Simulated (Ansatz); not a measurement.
# CH₄BBrO: a ladder of functionals and wavefunction methods

The task here is to estimate one member of a computed series from the others.

Method: functionals in def2-TZVPP, the program's frozen cores in correlated methods; program: Ansatz 0.2.0, Gaussian basis.

Plan: LDA (SPW92), PBE-D4, revPBE-D4, BLYP-D4, r2SCAN-D4, B97M-V, PBE0-D4, B3LYP-D4, r2SCANh-D4, r2SCAN0-D4, HSE06-D4, BHLYP-D4, CAM-B3LYP-D4, LC-ωPBE, ωB97X-V, ωB97M-V, B2PLYP, PBE-QIDH; CCSD(T)/def2-SVP; CCSD(T)/def2-TZVPP; MP2/def2-QZVPP; extrapolation to the limit; RPA on PBE.

## The relaxed structure

All runs share one geometry, relaxed beforehand with PBE0-D4 in a triple-zeta def2 set.

SMILES `CB(O)Br`, 8 atoms, charge 0, spin multiplicity 1.

Atoms are counted from 1 here; the program's logs count them from 0.

Bond lengths: C1–B2 1.554 Å, C1–H5 1.091 Å, C1–H6 1.094 Å, C1–H7 1.094 Å, B2–O3 1.344 Å, B2–Br4 1.955 Å, O3–H8 0.962 Å. Angles: B2–C1–H5 111.8°, B2–C1–H6 110.5°, B2–C1–H7 110.5°, H5–C1–H6 108.9°, H5–C1–H7 108.9°, H6–C1–H7 106.0°, C1–B2–O3 122.1°, C1–B2–Br4 119.8°, O3–B2–Br4 118.1°, B2–O3–H8 113.9°.

As a file:

```
C    -0.15748    1.03000   -0.01623
B     0.05864   -0.50792   -0.06578
O     0.69227   -1.17185    0.91666
Br   -0.60099   -1.53462   -1.59347
H     0.25827    1.46855    0.89234
H     0.30402    1.50909   -0.88441
H    -1.22337    1.26894   -0.07007
H     0.76074   -2.11929    0.76516
```

Set-up of the first run:

Input file in.yaml:

```yaml
crystal:
  periodic: [false, false, false]
  atoms:
    - {symbol: C, position_ang: [-0.157477, 1.029997, -0.016228]}
    - {symbol: B, position_ang: [0.058639, -0.507921, -0.065777]}
    - {symbol: O, position_ang: [0.692275, -1.171850, 0.916664]}
    - {symbol: Br, position_ang: [-0.600991, -1.534619, -1.593474]}
    - {symbol: H, position_ang: [0.258265, 1.468554, 0.892342]}
    - {symbol: H, position_ang: [0.304021, 1.509085, -0.884414]}
    - {symbol: H, position_ang: [-1.223368, 1.268944, -0.070071]}
    - {symbol: H, position_ang: [0.760736, -2.119289, 0.765159]}
basis:
  gaussian: {orbitals: def2-TZVPP}
hamiltonian: {xc: lda}
output: {orbitals: {seedname: orbitals}}
```

Among the steps run: LDA; PBE-D4 (GGA); revPBE-D4 (GGA); BLYP-D4 (GGA); r2SCAN-D4 (meta-GGA); B97M-V (meta-GGA); PBE0-D4 (hybrid); B3LYP-D4 (hybrid); r2SCANh-D4 (hybrid); r2SCAN0-D4 (hybrid); HSE06-D4 (hybrid); BHLYP-D4 (hybrid); CAM-B3LYP-D4 (range-separated); LC-ωPBE-D4 (range-separated; the results give it without D4); ωB97X-V (range-separated); ωB97M-V (range-separated); B2PLYP (double hybrid); PBE-QIDH (double hybrid).

One of the session's tables, all rows but one given; the rest of the session is left out.

It belongs to the step «Frontier levels by functional». 

| functional | HOMO (eV) | gap (eV) |
| --- | --- | --- |
| LDA (SPW92) | -7.15 | 5.84 |
| PBE-D4 | -6.98 | 5.94 |
| revPBE-D4 | -6.92 | 5.98 |
| BLYP-D4 | -6.82 | 5.93 |
| r2SCAN-D4 | -7.30 | 6.63 |
| B97M-V | -7.38 | 6.81 |
| PBE0-D4 | -8.30 | 8.26 |
| B3LYP-D4 | -8.03 | 7.78 |
| r2SCANh-D4 | -7.79 | 7.45 |
| r2SCAN0-D4 | -8.51 | 8.69 |
| HSE06-D4 | ? | ? |
| BHLYP-D4 | -9.46 | 10.53 |
| CAM-B3LYP-D4 | -9.65 | 10.77 |
| LC-ωPBE | -11.06 | 13.36 |
| ωB97X-V | -10.69 | 12.91 |
| ωB97M-V | -10.55 | 12.56 |

**Question.** Estimate the row for HSE06-D4.

As computed: HOMO (eV): -7.90; gap (eV): 7.47. In the column «HOMO (eV)» it lies between B3LYP-D4 (-8.03) and r2SCANh-D4 (-7.79).
